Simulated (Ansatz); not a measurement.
# CH₆GeSe: up Jacob's ladder to CCSD(T)

How much do the methods differ for CH₆GeSe? The plan is to run it at one geometry with functionals of several rungs and with coupled cluster. The yardstick is the atomisation energy at the CCSD(T) limit.

Program: Ansatz 0.2.0, Gaussian basis. Level of theory: functionals in def2-TZVPP, the program's frozen cores in correlated methods. These are calculated values, not measurements.

Plan: LDA (SPW92), PBE-D4, revPBE-D4, BLYP-D4, r2SCAN-D4, B97M-V, PBE0-D4, B3LYP-D4, r2SCANh-D4, r2SCAN0-D4, HSE06-D4, BHLYP-D4, CAM-B3LYP-D4, LC-ωPBE, ωB97X-V, ωB97M-V, B2PLYP, PBE-QIDH; CCSD(T)/def2-SVP; CCSD(T)/def2-TZVPP; MP2/def2-QZVPP; extrapolation to the limit; RPA on PBE.

### Step 1. The geometry

All runs share one geometry, relaxed beforehand with PBE0-D4 in a triple-zeta def2 set.

SMILES `[CH3][GeH2][SeH]`, 9 atoms, charge 0, spin multiplicity 1.

Atoms are counted from 1 here; the program's logs count them from 0.

Bond lengths: C1–Ge2 1.949 Å, C1–H4 1.090 Å, C1–H5 1.090 Å, C1–H6 1.092 Å, Ge2–Se3 2.363 Å, Ge2–H7 1.538 Å, Ge2–H8 1.539 Å, Se3–H9 1.469 Å. Angles: Ge2–C1–H4 110.1°, Ge2–C1–H5 109.8°, Ge2–C1–H6 110.1°, H4–C1–H5 108.8°, H4–C1–H6 108.8°, H5–C1–H6 109.2°, C1–Ge2–Se3 110.8°, C1–Ge2–H7 111.8°, C1–Ge2–H8 111.0°, Se3–Ge2–H7 103.9°, Se3–Ge2–H8 109.3°, H7–Ge2–H8 109.8°, Ge2–Se3–H9 92.9°.

### Step 2. LDA

This LDA is Slater exchange with PW92 correlation.

in.yaml reads:

```yaml
crystal:
  periodic: [false, false, false]
  atoms:
    - {symbol: C, position_ang: [-0.889568, 0.553695, -0.701196]}
    - {symbol: Ge, position_ang: [0.725142, -0.410291, -0.190635]}
    - {symbol: Se, position_ang: [1.291416, 0.035375, 2.060209]}
    - {symbol: H, position_ang: [-1.730810, 0.224768, -0.090212]}
    - {symbol: H, position_ang: [-0.743125, 1.623367, -0.551691]}
    - {symbol: H, position_ang: [-1.122298, 0.365966, -1.751131]}
    - {symbol: H, position_ang: [1.951869, 0.071657, -0.982723]}
    - {symbol: H, position_ang: [0.545272, -1.927550, -0.379293]}
    - {symbol: H, position_ang: [0.060502, -0.583187, 2.569470]}
basis:
  gaussian: {orbitals: def2-TZVPP}
hamiltonian: {xc: lda}
output: {orbitals: {seedname: orbitals}}
```

Further steps of the session: PBE-D4 (GGA); revPBE-D4 (GGA); BLYP-D4 (GGA); r2SCAN-D4 (meta-GGA); B97M-V (meta-GGA); PBE0-D4 (hybrid); B3LYP-D4 (hybrid); r2SCANh-D4 (hybrid); r2SCAN0-D4 (hybrid); HSE06-D4 (hybrid); BHLYP-D4 (hybrid); CAM-B3LYP-D4 (range-separated); LC-ωPBE-D4 (range-separated); ωB97X-V (range-separated); ωB97M-V (range-separated); B2PLYP (double hybrid); PBE-QIDH (double hybrid); CCSD(T) in def2-SVP; CCSD(T) in def2-TZVPP; MP2 in def2-QZVPP; RPA on PBE orbitals.

Before running them: what should the planned runs give, taken together? Wanted: atomisation energy, CCSD(T)/CBS; farthest beyond LDA; mean size of error, GGA; mean size of error, meta-GGA; mean size of error, hybrid; mean size of error, range-separated; mean size of error, double hybrid; gap, smallest and largest; T1 diagnostic.

**Answer**, as computed:

| quantity | value |
| --- | --- |
| atomisation energy, CCSD(T)/CBS | 2791.3 kJ/mol |
| functionals within 27.9 kJ/mol (1.0 %) | PBE-D4, r2SCAN-D4, B97M-V, B3LYP-D4, r2SCANh-D4, CAM-B3LYP-D4, ωB97X-V |
| farthest beyond LDA | BHLYP-D4 (-72.2 kJ/mol) |
| mean size of error, GGA | 42.4 kJ/mol |
| mean size of error, meta-GGA | 4.1 kJ/mol |
| mean size of error, hybrid | 34.7 kJ/mol |
| mean size of error, range-separated | 27.3 kJ/mol |
| mean size of error, double hybrid | 43.5 kJ/mol |
| gap, smallest and largest | 4.68 eV (LDA (SPW92)), 11.61 eV (LC-ωPBE) |
| T1 diagnostic | 0.0095 |
| triples share of the correlation energy | 3.5 % |

The LDA atomisation energy is off by 339.8 kJ/mol (12 %): it overbinds. PBE-D4 is off by -10.0 kJ/mol. Double hybrids carry the basis error of their MP2 part in triple zeta, and no dispersion term here, so their miss is partly the set-up's. The rungs meta-GGA, range-separated miss on average by less than the doubt on the reference (27.9 kJ/mol), so they tie. The reference freezes the cores and leaves out relativity and excitations past (T), and its outer-core shells are covered unevenly, so misses under about 27.9 kJ/mol can't be ranked. All levels share the lack of spin-orbit coupling, which lowers the free heavy atoms and so the true binding. Hartree-Fock recovers 73 % of the binding; the rest is correlation. CCSD(T) in def2-SVP is off by -172.7 kJ/mol, so the small basis spoils what the method gains. Orbital gaps span 4.7 to 11.6 eV; exact exchange widens them. Correlated methods include outer-core shells of Ge, Se, which these sets cover unevenly.
